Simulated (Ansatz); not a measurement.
**One shape, several levels: triplet AsF3**

Wanted: a comparison of 6 runs (UHF/STO-3G, UBLYP/cc-pVDZ, UHSE06/cc-pVDZ, UPBE0/cc-pVDZ, RPA@PBE/cc-pVDZ, UMP2/cc-pVDZ) of triplet AsF3. 

The calculation is run with Ansatz 0.2.0.

33 further runs of the same task are left out: 3 that didn't finish, 30 set aside as unsound or not needed.

### 1 The molecule

The species is AsF3 (4 atoms), meant as a triplet with charge 0. SMILES of the parent species: `F[As](F)F`. The shape is that of a PBE0-D4/def2-TZVP optimisation. That shape belongs to the parent species and isn't relaxed for this state.

Bond lengths: F1–As2 1.715 Å, As2–F3 1.715 Å, As2–F4 1.715 Å. Angles: F1–As2–F3 95.9°, F1–As2–F4 95.9°, F3–As2–F4 95.9°.

### 2 A single-point energy at UHF/STO-3G (run 1)

run.yaml reads:

```yaml
crystal:
  periodic: [false, false, false]
  atoms:
    - {symbol: F, position_ang: [-0.445870, 0.395590, 1.362650]}
    - {symbol: As, position_ang: [-0.461950, -0.457240, -0.125630]}
    - {symbol: F, position_ang: [1.203970, -0.865930, -0.112740]}
    - {symbol: F, position_ang: [-0.296160, 0.927580, -1.124280]}
basis:
  gaussian: {orbitals: STO-3G}
magnetization: {spin_polarized: true, initial_magnetization: 2}
accuracy: high
output: {orbitals: {seedname: orbitals}}
total_charge: 0
hamiltonian: {xc: hf}
```

Launch:

```bash
ansatz run run.yaml --threads 1 --pin off --max-ram 3480MiB --events-out events.jsonl --progress --plain --runs-dir runs
```

The log of the run:

```text
Warning: RAYON_NUM_THREADS=1 ignored (pool sized by the plan → 1); use --threads N
Functional definition: HF
  name "HF"
  exchange = exact_x
  correlation = 0
564 factors; integrals over basis functions are off by at most 1.6e-8 eV
mean field evaluation 1: about -68110.2524 eV, gradient 1.5e1 eV
mean field evaluation 2: about -68110.4868 eV, gradient 1.5e1 eV
mean field evaluation 4: about -68113.2113 eV, gradient 2.0e0 eV
mean field evaluation 8: about -68113.4485 eV, gradient 6.2e-1 eV
mean field evaluation 16: about -68113.6079 eV, gradient 1.8e-3 eV
mean field evaluation 32: about -68113.5941 eV, gradient 2.1e-1 eV
mean field evaluation 64: about -68113.3254 eV, gradient 8.2e-1 eV
mean field evaluation 96: about -68112.8441 eV, gradient 3.1e-1 eV
mean field evaluation 128: about -68113.6008 eV, gradient 5.7e-3 eV
mean field evaluation 160: about -68113.5971 eV, gradient 3.0e-1 eV
mean field evaluation 192: about -68113.4057 eV, gradient 7.3e-1 eV
mean field evaluation 224: about -68113.0792 eV, gradient 8.5e-1 eV
mean field -68113.60085409 eV, -2503.1286623309 hartree, gradient 8.1e-8 eV, S^2 2.008920; 3 other end points of the search recorded, 0 dependent functions left out
reference -68113.60085409 eV, -2503.1286623309 hartree; 31, 29 occupied and 2, 4 virtual orbitals, 564 factors
Total energy: -68113.60085409 eV, -2503.1286623309 hartree
```

It took 1.3 s on 1 thread of Arm Neoverse V2, shared host; peak memory 0.091 GiB.

### 3 The energy at UBLYP/cc-pVDZ (run 2)

input.yaml reads:

```yaml
crystal:
  periodic: [false, false, false]
  atoms:
    - {symbol: F, position_ang: [-0.445870, 0.395590, 1.362650]}
    - {symbol: As, position_ang: [-0.461950, -0.457240, -0.125630]}
    - {symbol: F, position_ang: [1.203970, -0.865930, -0.112740]}
    - {symbol: F, position_ang: [-0.296160, 0.927580, -1.124280]}
basis:
  gaussian: {orbitals: cc-pVDZ}
magnetization: {spin_polarized: true, initial_magnetization: 2}
hamiltonian: {xc: {name: BLYP}}
accuracy: high
output: {orbitals: {seedname: orbitals}}
```

Launch:

```bash
ansatz run input.yaml --threads 1 --pin off --max-ram 3480MiB --events-out events.jsonl --progress --plain --runs-dir runs
```

The log of the run, cut to the lines that bear on the results:

```text
Warning: RAYON_NUM_THREADS=1 ignored (pool sized by the plan → 1); use --threads N
Functional definition: BLYP
  name "BLYP"
[...]
1414 factors; integrals over basis functions are off by at most 4.5e-9 eV
[...]
mean field -68987.74587405 eV, -2535.2528992976 hartree, gradient 1.8e-8 eV, S^2 2.001975; 6 other end points of the search recorded, 0 dependent functions left out
reference -68987.74591150 eV, -2535.2529006739 hartree; 31, 29 occupied and 38, 40 virtual orbitals, 1414 factors
Total energy: -68987.74591150 eV, -2535.2529006739 hartree
```

Run time: 51 s. Hardware: 1 thread of Arm Neoverse V2, shared host; peak memory 0.21 GiB.

Runs 3 to 4 aren't shown in full; the table further down has their settings and results.

### 4 The energy at RPA@PBE/cc-pVDZ (run 5)

run.yaml reads:

```yaml
crystal:
  periodic: [false, false, false]
  atoms:
    - symbol: F
      position_ang: [-0.445870, 0.395590, 1.362650]
    - symbol: As
      position_ang: [-0.461950, -0.457240, -0.125630]
    - symbol: F
      position_ang: [1.203970, -0.865930, -0.112740]
    - symbol: F
      position_ang: [-0.296160, 0.927580, -1.124280]
basis:
  gaussian:
    orbitals: cc-pVDZ
magnetization:
  spin_polarized: true
  initial_magnetization: 2
hamiltonian:
  xc: {name: PBE}
correlation:
  method: rpa
  frozen_orbitals: {As: 9, F: 1}
accuracy: high
```

Launch:

```bash
ansatz run run.yaml --threads 1 --pin off --max-ram 3480MiB --events-out events.jsonl --progress --plain --runs-dir runs
```

The log of the run, cut to the lines that bear on the results:

```text
Warning: RAYON_NUM_THREADS=1 ignored (pool sized by the plan → 1); use --threads N
Functional definition: PBE
  name "PBE"
[...]
1414 factors; integrals over basis functions are off by at most 4.5e-9 eV
[...]
mean field -68970.42326617 eV, -2534.6163051997 hartree, gradient 7.0e-8 eV, S^2 2.002431; 7 other end points of the search recorded, 0 dependent functions left out
12 core orbitals not correlated: weight in the atoms' cores, before any rotation towards them, 1.000 or more for the frozen orbitals, at most 0.000 for the correlated occupied ones
reference -68906.37822726 eV, -2532.2626934310 hartree; 19, 17 occupied and 38, 40 virtual orbitals, 1414 factors
Total energy: -68934.02064528 eV, -2533.2785335565 hartree
```

Wall time 48 s (1 thread of Arm Neoverse V2, shared host); peak memory 0.3 GiB.

### 5 The energy at UMP2/cc-pVDZ (run 6)

molecule.yaml reads:

```yaml
crystal:
  periodic: [false, false, false]
  atoms:
    - symbol: F
      position_ang: [-0.445870, 0.395590, 1.362650]
    - symbol: As
      position_ang: [-0.461950, -0.457240, -0.125630]
    - symbol: F
      position_ang: [1.203970, -0.865930, -0.112740]
    - symbol: F
      position_ang: [-0.296160, 0.927580, -1.124280]
basis:
  gaussian:
    orbitals: cc-pVDZ
magnetization:
  spin_polarized: true
  initial_magnetization: 2
correlation:
  method: mp2
  frozen_orbitals: {As: 9, F: 1}
accuracy: high
```

Launch:

```bash
ansatz run molecule.yaml --threads 1 --pin off --max-ram 3480MiB --events-out events.jsonl --progress --plain --runs-dir runs
```

The log of the run, cut to the lines that bear on the results:

```text
Warning: RAYON_NUM_THREADS=1 ignored (pool sized by the plan → 1); use --threads N
[... 2 set-up lines as earlier in the session ...]
[...]
1414 factors; integrals over basis functions are off by at most 4.5e-9 eV
[...]
mean field -68908.35567247 eV, -2532.3353632023 hartree, gradient 9.0e-8 eV, S^2 2.016712; 7 other end points of the search recorded, 0 dependent functions left out
12 core orbitals not correlated: weight in the atoms' cores, before any rotation towards them, 1.000 or more for the frozen orbitals, at most 0.000 for the correlated occupied ones
reference -68908.35567247 eV, -2532.3353632023 hartree; 19, 17 occupied and 38, 40 virtual orbitals, 1414 factors
second order -18.25302472 eV of doubles, -0.00000000 eV of singles
Total energy: -68926.60869719 eV, -2533.0061494884 hartree
```

It took 10 s on 1 thread of Arm Neoverse V2, shared host; peak memory 0.26 GiB.

### 6 The series

| run | level | frozen core orbitals | energy (Eh) | HOMO energy (eV) | ⟨S²⟩ | wall time |
| --- | --- | --- | --- | --- | --- | --- |
| 1 | UHF/STO-3G | – | -2503.128662 | -1.33 | 2.009 | 1.3 s |
| 2 | UBLYP/cc-pVDZ | – | -2535.252901 | -1.90 | 2.002 | 51 s |
| 3 | UHSE06/cc-pVDZ | – | -2534.660441 | -3.21 | 2.005 | 45 s |
| 4 | UPBE0/cc-pVDZ | – | -2534.669176 | -3.60 | 2.005 | 43 s |
| 5 | RPA@PBE/cc-pVDZ | 12 | -2533.278534 | – | 2.002 | 48 s |
| 6 | UMP2/cc-pVDZ | 12 | -2533.006149 | – | 2.017 | 10 s |

### 7 Outcome

| quantity | value |
| --- | --- |
| run 6: total energy | -2533.00615 Eh |
| run 6: correlation energy (12 core orbitals frozen) | -670.8 mEh |
| run 6: ⟨S²⟩ of the reference determinant | 2.017 |

In words: Totals of different functionals can't be ranked against each other. In run 1 the basis is minimal, so the values are rough. All runs together took 3.3 min, the longest 51 s.
